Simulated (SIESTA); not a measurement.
Crystal: NbTe.

```
Te Nb
1.0
     3.70297    0.00000    0.00000
    -1.85149    3.20687    0.00000
     0.00000    0.00000    3.69421
Te Nb
1 1
Direct
  0.66667 0.33333 0.00000
  0.00000 0.00000 0.50000
```

The cell comes from a database or a generator and needn't be the stable form of this composition.

```yaml
Program: SIESTA 5.4.2
Task: single point
Functional: PBE
Potentials_or_basis: PseudoDojo 0.4 standard (PBE files)
Basis: DZP (energy shift 0.002 Ry; radii capped at 9.5 bohr)
Grid_cutoff: 800 Ry
Energy_shift: 0.002 Ry
k_mesh: 8 × 8 × 7
Occupations: fermi-dirac, width 0.05 eV
Spin: no spin polarisation
```

On this cell: pressure 2.7 GPa; largest force under 0.003 eV/Å; band gap on the k mesh none (metal or under the smearing width).

The same run follows on a disturbed copy (atoms moved at random, drawn with an rms of 0.05 Å):

```
CELL_PARAMETERS angstrom
3.70297 0.00000 0.00000
-1.85149 3.20687 0.00000
0.00000 0.00000 3.69421
ATOMIC_POSITIONS crystal
Te 0.66536 0.32952 0.99436
Nb 0.00067 0.99729 0.50685
```

Q: What changes?

A: The energy (extrapolated to zero smearing) moves by +5.9 meV/atom; pressure 3.0 GPa; largest force 0.502 eV/Å; band gap on the k mesh none (metal or under the smearing width).

Forces in eV/Å, atoms in the order of the input:
```
Te   0.054  0.035  0.498
Nb  -0.053 -0.036 -0.498
```

Stress tensor (GPa, compression positive):
```
2.36 0.14 0.04
0.14 2.17 0.03
0.04 0.03 4.51
```

Caveats: semicore shells carry a single zeta, which can move pressures by several GPa and volumes by a few percent; the basis of atomic orbitals isn't converged, which shifts pressures, moduli and gaps.
